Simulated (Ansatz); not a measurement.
# C₄H₂F₂Hf: one species, many methods

The task here is to estimate one member of a computed series from the others.

The runs use Ansatz 0.2.0, Gaussian basis; functionals in def2-TZVPP, the program's frozen cores in correlated methods.

The runs, in order: LDA (SPW92), PBE-D4, revPBE-D4, BLYP-D4, r2SCAN-D4, B97M-V, PBE0-D4, B3LYP-D4, r2SCANh-D4, r2SCAN0-D4, HSE06-D4, BHLYP-D4, CAM-B3LYP-D4, LC-ωPBE, ωB97X-V, ωB97M-V, B2PLYP, PBE-QIDH; CCSD(T)/def2-SVP; CCSD(T)/def2-TZVPP; MP2/def2-QZVPP; extrapolation to the limit; RPA on PBE.

2 further runs of the same task are left out: 2 for a known fault of the program.

## The relaxed structure

An earlier PBE0-D4 in a triple-zeta def2 set relaxation fixed the geometry. Hf takes the def2 core potential; no spin-orbit term is included.

SMILES `C#[C][Hf]([F])([F])[C]#C`, 9 atoms, charge 0, spin multiplicity 1.

Atoms are counted from 1 here; the program's logs count them from 0.

Bond lengths: C1–C2 1.215 Å, C1–H8 1.067 Å, C2–Hf3 2.172 Å, Hf3–F4 1.891 Å, Hf3–F5 1.891 Å, Hf3–C6 2.172 Å, C6–C7 1.215 Å, C7–H9 1.067 Å. Angles: C2–C1–H8 179.9°, C1–C2–Hf3 179.4°, C2–Hf3–F4 109.4°, C2–Hf3–F5 109.4°, C2–Hf3–C6 109.3°, F4–Hf3–F5 110.1°, F4–Hf3–C6 109.4°, F5–Hf3–C6 109.4°, Hf3–C6–C7 179.4°, C6–C7–H9 179.9°.

Geometry (Å):

```mol
C4H2F2Hf
  3D, bonds by distance, orders not assigned

  9  8  0  0  0  0  0  0  0  0999 V2000
   -0.2651   -2.6889   -1.0604 C   0  0
   -0.4974   -1.6376   -0.4984 C   0  0
   -0.8930    0.2497    0.5003 Hf  0  0
   -1.2344   -0.0698    2.3325 F   0  0
   -2.3883    1.0829   -0.3034 F   0  0
    0.8419    1.5413    0.3056 C   0  0
    1.8180    2.2546    0.1905 C   0  0
   -0.0588   -3.6122   -1.5549 H   0  0
    2.6770    2.8800    0.0881 H   0  0
  1  2  8  0
  2  3  8  0
  3  4  8  0
  3  5  8  0
  3  6  8  0
  6  7  8  0
  1  8  8  0
  7  9  8  0
M  END
```

The first run:

The input, in.yaml:

```yaml
crystal:
  periodic: [false, false, false]
  atoms:
    - {symbol: C, position_ang: [-0.265054, -2.688897, -1.060407]}
    - {symbol: C, position_ang: [-0.497384, -1.637613, -0.498395]}
    - {symbol: Hf, position_ang: [-0.893013, 0.249709, 0.500258]}
    - {symbol: F, position_ang: [-1.234426, -0.069797, 2.332511]}
    - {symbol: F, position_ang: [-2.388282, 1.082853, -0.303382]}
    - {symbol: C, position_ang: [0.841879, 1.541256, 0.305634]}
    - {symbol: C, position_ang: [1.818034, 2.254630, 0.190508]}
    - {symbol: H, position_ang: [-0.058768, -3.612173, -1.554868]}
    - {symbol: H, position_ang: [2.677024, 2.880043, 0.088140]}
basis:
  gaussian: {orbitals: def2-TZVPP}
hamiltonian: {xc: lda}
output: {orbitals: {seedname: orbitals}}
```

Launch:

```console
$ ansatz run in.yaml --threads 8 --pin off --events-out ev --progress --plain --max-ram 18278MiB
```

Among the steps run: LDA; PBE-D4 (GGA); revPBE-D4 (GGA); BLYP-D4 (GGA); r2SCAN-D4 (meta-GGA); B97M-V (meta-GGA); PBE0-D4 (hybrid); B3LYP-D4 (hybrid); r2SCANh-D4 (hybrid); r2SCAN0-D4 (hybrid); HSE06-D4 (hybrid); BHLYP-D4 (hybrid); CAM-B3LYP-D4 (range-separated); LC-ωPBE (range-separated); ωB97X-V (range-separated); ωB97M-V (range-separated); B2PLYP (double hybrid); PBE-QIDH (double hybrid).

One of the session's tables, all rows but one given; the rest of the session is left out.

It belongs to the step «Orbital energies across the functionals». 

```
  functional  HOMO (eV)  LUMO (eV)  gap (eV)
 LDA (SPW92)      -7.50      -3.33      4.16
      PBE-D4          ?          ?         ?
   revPBE-D4      -7.18      -2.92      4.26
     BLYP-D4      -7.08      -2.90      4.18
   r2SCAN-D4      -7.50      -2.87      4.64
      B97M-V      -7.44      -2.81      4.63
     PBE0-D4      -8.46      -2.25      6.20
    B3LYP-D4      -8.20      -2.45      5.75
  r2SCANh-D4      -7.95      -2.59      5.36
  r2SCAN0-D4      -8.62      -2.16      6.46
    HSE06-D4      -8.05      -2.63      5.43
    BHLYP-D4      -9.46      -1.33      8.13
CAM-B3LYP-D4      -9.78      -1.20      8.57
     LC-ωPBE     -11.21      -0.05     11.16
     ωB97X-V     -10.78      -0.14     10.65
     ωB97M-V     -10.66      -0.24     10.42
```

**Question.** Estimate the row for PBE-D4.

**Answer.** HOMO (eV): -7.27; LUMO (eV): -3.03; gap (eV): 4.23. In the column «HOMO (eV)» it lies between B97M-V (-7.44) and revPBE-D4 (-7.18).
